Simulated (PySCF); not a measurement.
# C7H3F2N: magnetic properties

Wanted: magnetic properties for C7H3F2N (`C=C1C(F)=C(C#N)/C1=C\F`).

Computed with PySCF 2.14.0 and routines of our own; the level stands in each step. Atoms count from 0.

### Step 1. The system as given

13 atoms, charge 0, multiplicity 1; geometry from: GFN2-xTB.

### Step 2. Magnetic properties: GIAO wB97X-D/pcSseg-1

Job settings and geometry (Å):

```
{"job": {"kind": "mag", "xc": "wB97X-D", "basis": "pcSseg-1", "isotopologues": 0}, "charge": 0, "multiplicity": 1}
C      2.251677    -0.324232     0.182324
C      1.003076     0.106403     0.102431
C      0.322280     1.402289     0.152421
F      0.780868     2.630243     0.303649
C     -0.923798     0.872542    -0.011669
C     -2.223513     1.371765    -0.090444
N     -3.294019     1.779633    -0.156662
C     -0.349991    -0.498388    -0.078213
C     -0.812931    -1.726393    -0.229441
F     -2.115725    -1.989078    -0.375487
H      2.491976    -1.370355     0.112849
H      3.068606     0.363656     0.320089
H     -0.202894    -2.617599    -0.249575
```

Method: GIAO wB97X-D/pcSseg-1 magnetisability, rotational g tensor and spin-rotation constants, non-relativistic, gas phase.

Command:

```
$ OMP_NUM_THREADS=1 python excited_run.py task.json out
```

This one command runs all jobs of the session in turn.

Standard output:

```text
coarse grid: 12696 points
cycle   1  E = -522.3956246757  dE =  2.266e+00  |g| = 8.294e-01  |ddm| = 4.274e+00
cycle   2  E = -522.2626860782  dE =  1.329e-01  |g| = 1.211e+00  |ddm| = 1.835e+00
cycle   3  E = -522.5456981688  dE = -2.830e-01  |g| = 1.316e-01  |ddm| = 1.104e+00
cycle   4  E = -522.5483958607  dE = -2.698e-03  |g| = 7.865e-02  |ddm| = 1.548e-01
cycle   5  E = -522.5497041446  dE = -1.308e-03  |g| = 1.371e-02  |ddm| = 7.790e-02
cycle   6  E = -522.5497423379  dE = -3.819e-05  |g| = 6.054e-03  |ddm| = 1.880e-02
cycle   7  E = -522.5497514708  dE = -9.133e-06  |g| = 1.360e-03  |ddm| = 7.634e-03
final grid: 128776 points
cycle   8  E = -522.6222913355  dE = -1.971e-04  |g| = 9.161e-03  |ddm| = 9.793e-02
cycle   9  E = -522.6222856102  dE =  5.725e-06  |g| = 1.105e-02  |ddm| = 2.240e-02
cycle  10  E = -522.6223055492  dE = -1.994e-05  |g| = 1.026e-03  |ddm| = 8.525e-03
cycle  11  E = -522.6223056558  dE = -1.065e-07  |g| = 8.446e-04  |ddm| = 1.756e-03
cycle  12  E = -522.6223057995  dE = -1.438e-07  |g| = 1.582e-04  |ddm| = 7.908e-04
cycle  13  E = -522.6223058063  dE = -6.729e-09  |g| = 6.448e-05  |ddm| = 2.462e-04
cycle  14  E = -522.6223058079  dE = -1.676e-09  |g| = 2.427e-05  |ddm| = 9.967e-05
cycle  15  E = -522.6223058083  dE = -3.097e-10  |g| = 8.431e-06  |ddm| = 5.449e-05
converged SCF energy = -522.6223058083

Magnetisability tensor (1e-30 J/T^2)
    -1077.77       16.95       13.54
       16.95     -927.77       26.09
       13.54       26.09    -1202.50
isotropic -1069.35   principal values   -1206.07  -1078.79   -923.17
isotropic susceptibility -64.397 1e-6 cm^3/mol

Inertial axes            a          b          c
rot. const./GHz      1.5725     1.2600     0.6995
chi total           -61.524    -59.037    -72.631
chi diamagnetic    -816.205   -958.153  -1674.398
chi paramagnetic    754.681    899.116   1601.766
quadrupole/D A       -2.581      1.465      1.115
g nuclear            0.5293     0.5067     0.5168
g electronic        -0.5575    -0.5322    -0.5264
g total             -0.0282    -0.0255    -0.0096

Spin-rotation constants (kHz, H = +C I.J)
atom  isotope        aa         bb         cc
  3    19F        2.512      2.194      0.232
  6    14N        0.245      0.161      0.168
  9    19F        1.922      1.519      0.028
 10     1H       -0.141      0.092     -0.087
 11     1H        0.134     -0.126     -0.085
 12     1H       -0.161      0.129     -0.078
  0    13C*       0.579      0.466      0.074
  1    13C*       0.672      0.502      0.130
  2    13C*       0.579      0.663      0.174
  4    13C*       0.440      0.505      0.111
  5    13C*       0.391      0.223      0.304
  7    13C*       0.620      0.449      0.099
  8    13C*       0.559      0.530      0.168
* in the singly substituted isotopologue
```

Wall time 49 s (1 thread of Intel Xeon at 2.60GHz, shared host); peak memory 0.86 GiB.

Key values:

| quantity | value |
| --- | --- |
| magnetisability | -1069·10⁻³⁰ J/T² |
| molar susceptibility | -64.4·10⁻⁶ cm³/mol |
| rotational g (a, b, c) | -0.0282, -0.0255, -0.0096 |

Orbitals, density, ELF and potential are computed afterwards from the orbital file.

Frontier orbitals at wB97X-D/pcSseg-1, with the share of their density that lies nearest to each atom:

| orbital | energy (eV) | lies on |
| --- | --- | --- |
| HOMO | -9.15 | C2, C4, C8 about 18 % each; C7 15 %; N6 8 % |
| LUMO | -0.85 | C2, C4 about 21 % each; C0 16 %; N6 13 % |

ELF in a plane through or near 13 of the atoms.

Ten even steps from '0' (0.00) to '9' (1.00):
```
0000000000000000000000000000
0000000000000000000000000000
0000000000000000000000000000
0000000000024653100000000000
0000000000158886200000000000
0000000000058485000122210000
0000039980003652002555775000
0000099993048328556786898300
0000069995647754576782598300
0000003624842648367587787100
0000016894748828833564553000
0000059997115535300011100000
0000039995001476213000000000
0000001430048872788400000000
0000000000499974767400000000
0000000000399931787100000000
0000000000059800453000000000
0000000000000000000000000000
0000000000000000000000000000
0000000000000000000000000000
```
The map spans 12.5 Å across and 10.7 Å up, centred on the molecule. Atoms in the plane (x, y in Å): C0 (-2.3, 0.2), C1 (-1.0, 0.3), C2 (0.0, 1.4), F3 (-0.1, 2.8), C4 (1.1, 0.6), C5 (2.5, 0.8), N6 (3.6, 0.9), C7 (0.2, -0.6), C8 (0.4, -1.9), F9 (1.6, -2.5), H10 (-2.7, -0.7), H11 (-2.9, 1.1), H12 (-0.4, -2.6).

log10 of the density (e/Å³) in the same plane.

Values, 10 rows by 14 columns:
```
-4.0 -4.0 -4.0 -4.0 -4.0 -4.0 -4.0 -4.0 -4.0 -4.0 -4.0 -4.0 -4.0 -4.0
-4.0 -4.0 -4.0 -4.0 -4.0 -3.4 -2.0 -1.8 -3.0 -4.0 -4.0 -4.0 -4.0 -4.0
-4.0 -4.0 -4.0 -3.8 -3.6 -1.7  0.1  0.3 -1.4 -2.9 -2.7 -2.9 -3.6 -4.0
-4.0 -4.0 -2.9 -1.6 -1.3 -1.6 -0.3  0.1 -1.0 -1.1 -0.8 -0.7 -1.6 -3.3
-4.0 -4.0 -2.3 -0.6  0.3  0.0  0.3  0.1  1.5  0.3  0.5  0.8 -0.8 -2.8
-4.0 -4.0 -2.5 -0.9  0.3  0.0  0.2  0.4 -0.1 -0.7 -0.7 -1.0 -1.7 -3.5
-4.0 -4.0 -3.0 -1.5 -0.8 -1.6 -0.8  0.4 -0.4 -0.9 -2.3 -3.0 -3.8 -4.0
-4.0 -4.0 -4.0 -3.5 -3.1 -1.8 -0.2  0.0  0.6  0.7 -1.7 -4.0 -4.0 -4.0
-4.0 -4.0 -4.0 -4.0 -4.0 -2.7 -1.6 -1.7 -1.1 -1.2 -2.8 -4.0 -4.0 -4.0
-4.0 -4.0 -4.0 -4.0 -4.0 -4.0 -3.8 -3.9 -4.0 -4.0 -4.0 -4.0 -4.0 -4.0
```
The map spans 12.5 Å across and 10.7 Å up, centred on the molecule. Atoms in the plane (x, y in Å): C0 (-2.3, 0.2), C1 (-1.0, 0.3), C2 (0.0, 1.4), F3 (-0.1, 2.8), C4 (1.1, 0.6), C5 (2.5, 0.8), N6 (3.6, 0.9), C7 (0.2, -0.6), C8 (0.4, -1.9), F9 (1.6, -2.5), H10 (-2.7, -0.7), H11 (-2.9, 1.1), H12 (-0.4, -2.6).

On the surface of density 0.002 e/bohr³ the electrostatic potential runs, from the 1st to the 99th percentile, from -1.65 V near N6 to 1.66 V near H12.

### Step 3. Magnetic properties: GIAO B3LYP/STO-3G

The job, as its differences from that of step 2:

```diff
@@ -1,2 +1,2 @@
-{"job": {"kind": "mag", "xc": "wB97X-D", "basis": "pcSseg-1", "isotopologues": 0}, "charge": 0, "multiplicity": 1}
+{"job": {"kind": "mag", "xc": "B3LYP", "basis": "STO-3G"}, "charge": 0, "multiplicity": 1}
 C      2.251677    -0.324232     0.182324
```

Level: GIAO B3LYP/STO-3G magnetisability, rotational g tensor and spin-rotation constants, non-relativistic, gas phase.

Standard output:

```text
coarse grid: 12696 points
cycle   1  E = -515.7760911542  dE =  2.266e+00  |g| = 6.924e-01  |ddm| = 5.686e+00
cycle   2  E = -515.2570506068  dE =  5.190e-01  |g| = 1.496e+00  |ddm| = 2.525e+00
cycle   3  E = -515.9205615904  dE = -6.635e-01  |g| = 2.208e-01  |ddm| = 1.845e+00
cycle   4  E = -515.9350864134  dE = -1.452e-02  |g| = 6.538e-02  |ddm| = 3.586e-01
cycle   5  E = -515.9360979962  dE = -1.012e-03  |g| = 2.741e-02  |ddm| = 9.615e-02
cycle   6  E = -515.9363423302  dE = -2.443e-04  |g| = 7.073e-03  |ddm| = 4.634e-02
cycle   7  E = -515.9363588150  dE = -1.648e-05  |g| = 1.787e-03  |ddm| = 1.128e-02
cycle   8  E = -515.9363597545  dE = -9.394e-07  |g| = 3.342e-04  |ddm| = 2.431e-03
final grid: 128776 points
cycle   9  E = -515.8922417836  dE = -3.833e-06  |g| = 3.412e-03  |ddm| = 1.148e-02
cycle  10  E = -515.8922375884  dE =  4.195e-06  |g| = 5.002e-03  |ddm| = 1.113e-02
cycle  11  E = -515.8922451514  dE = -7.563e-06  |g| = 1.428e-03  |ddm| = 7.166e-03
cycle  12  E = -515.8922456957  dE = -5.443e-07  |g| = 2.189e-04  |ddm| = 1.625e-03
cycle  13  E = -515.8922457079  dE = -1.221e-08  |g| = 8.094e-05  |ddm| = 3.242e-04
cycle  14  E = -515.8922457101  dE = -2.232e-09  |g| = 2.355e-05  |ddm| = 1.480e-04
cycle  15  E = -515.8922457103  dE = -1.505e-10  |g| = 8.827e-06  |ddm| = 3.462e-05
converged SCF energy = -515.8922457103

Magnetisability tensor (1e-30 J/T^2)
     -978.57       23.00       21.06
       23.00     -844.21       31.80
       21.06       31.80    -1176.36
isotropic -999.71   principal values   -1181.14   -981.21   -836.80
isotropic susceptibility -60.204 1e-6 cm^3/mol

Inertial axes            a          b          c
rot. const./GHz      1.5725     1.2600     0.6995
chi total           -55.402    -54.081    -71.130
chi diamagnetic    -807.121   -944.545  -1663.650
chi paramagnetic    751.719    890.464   1592.521
quadrupole/D A        0.922     -2.715      1.794
g nuclear            0.5293     0.5067     0.5168
g electronic        -0.5553    -0.5271    -0.5233
g total             -0.0261    -0.0204    -0.0066

Spin-rotation constants (kHz, H = +C I.J)
atom  isotope        aa         bb         cc
  3    19F        2.476      2.300     -0.106
  6    14N        0.164      0.116      0.115
  9    19F        2.464      1.690     -0.251
 10     1H       -0.146      0.080     -0.084
 11     1H        0.114     -0.128     -0.084
 12     1H       -0.159      0.105     -0.083
  0    13C*       0.388      0.313      0.028
  1    13C*       0.451      0.354      0.063
  2    13C*       0.380      0.434      0.096
  4    13C*       0.306      0.363      0.055
  5    13C*       0.234      0.135      0.176
  7    13C*       0.429      0.314      0.045
  8    13C*       0.333      0.376      0.081
* in the singly substituted isotopologue
```

It took 7.9 s on 1 thread of Intel Xeon at 2.60GHz, shared host; peak memory 0.52 GiB.

From this job:

| quantity | value |
| --- | --- |
| magnetisability | -1000·10⁻³⁰ J/T² |
| molar susceptibility | -60.2·10⁻⁶ cm³/mol |
| rotational g (a, b, c) | -0.0261, -0.0204, -0.0066 |

### Step 4. The levels compared

| level | ξ (10⁻³⁰ J/T²) | g(a) | g(b) | gap (eV) | functions | time |
| --- | --- | --- | --- | --- | --- | --- |
| GIAO wB97X-D/pcSseg-1 | -1069 | -0.0282 | -0.0255 | 8.30 | 185 | 49 s |
| GIAO B3LYP/STO-3G | -1000 | -0.0261 | -0.0204 | 4.48 | 53 | 7.9 s |

### Step 5. Results

```
                                              quantity                      value
       magnetisability (step 2, GIAO wB97X-D/pcSseg-1)           -1069·10⁻³⁰ J/T²
  molar susceptibility (step 2, GIAO wB97X-D/pcSseg-1)         -64.4·10⁻⁶ cm³/mol
rotational g (a, b, c) (step 2, GIAO wB97X-D/pcSseg-1)  -0.0282, -0.0255, -0.0096
                 surface potential, 1st and 99th percentile         -1.65 V and 1.66 V
                       magnetisability over the levels  -1069 to -1000·10⁻³⁰ J/T²
```

What this shows: At wB97X-D/pcSseg-1, counted by nearest atom on the grid, the HOMO lies on C2, C4, C8 about 18 % each; C7 15 %, the LUMO on C2, C4 about 21 % each; C0 16 %. GIAO B3LYP/STO-3G has a minimal basis, so it is left out of the spread where two other levels stand. The magnetisability spreads by 6.7 % over 2 levels, from GIAO wB97X-D/pcSseg-1 (49 s) to GIAO B3LYP/STO-3G (7.9 s); the runs took 7.9 s to 49 s. Two levels can agree by chance, so this spread shows no convergence. Vibrational averaging and real surroundings are missing from these values.
